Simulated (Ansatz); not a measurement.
**TiCl (doublet): the correlation ladder, def2-QZVPP**

An exercise on one series of results from a longer session: the logs are not shown, and one member is left open.

Program: Ansatz 0.2.0, Gaussian basis. Level of theory: def2-QZVPP, core rule «outside noble gas», up to 14 orbitals frozen. These are calculated values, not measurements.

The runs, in order: UHF; ROHF; CCSD(T) on UHF.

2 further runs of the same task are left out: 2 set aside as unsound or not needed.

## The system

The geometry is a PBE0/def2-TZVP stationary point (not a proven minimum).

2 atoms, charge 0, spin multiplicity 2.

Atoms are counted from 1 here; the program's logs count them from 0.

Bond lengths: Ti1–Cl2 2.208 Å.

The first run:

File in.yaml:

```yaml
crystal:
  periodic: [false, false, false]
  atoms:
    - {symbol: Ti, position_ang: [0.000000, 0.000000, 0.000000]}
    - {symbol: Cl, position_ang: [0.000000, 0.000000, 2.208423]}
basis:
  gaussian: {orbitals: "def2-QZVPP.json"}
magnetization: {spin_polarized: true, initial_magnetization: 1}
hamiltonian: {xc: hf}
output: {orbitals: {seedname: orbitals}}
```

On the command line:

```
ansatz run in.yaml --threads 1 --pin off --events-out ev --progress --plain --max-ram 4096MiB --backend cpu
```

Steps of the session up to this table: UHF; ROHF; CCSD(T) on UHF.

One of the session's tables, all rows but one given; the rest of the session is left out.

```
  method  from UCCSD(T) (meV)
    ROHF                    ?
     UHF              +7933.3
    UMP2              +1101.9
   UCCSD               +400.3
UCCSD(T)                    0
```

Estimate the missing values for ROHF.

As computed: from UCCSD(T) (meV): +9387.5. In the column «from UCCSD(T) (meV)» it is the highest.

The program flags UCCSD(T) as in doubt (see the logs), so the zero of the table is itself unsure.

To keep in mind: The determinant is far from a pure spin state, so its energy mixes those of several spin states (harmless only where they are near-degenerate, as at dissociation). The program flags UCCSD(T) as in doubt, so the zero of the table is itself unsure.
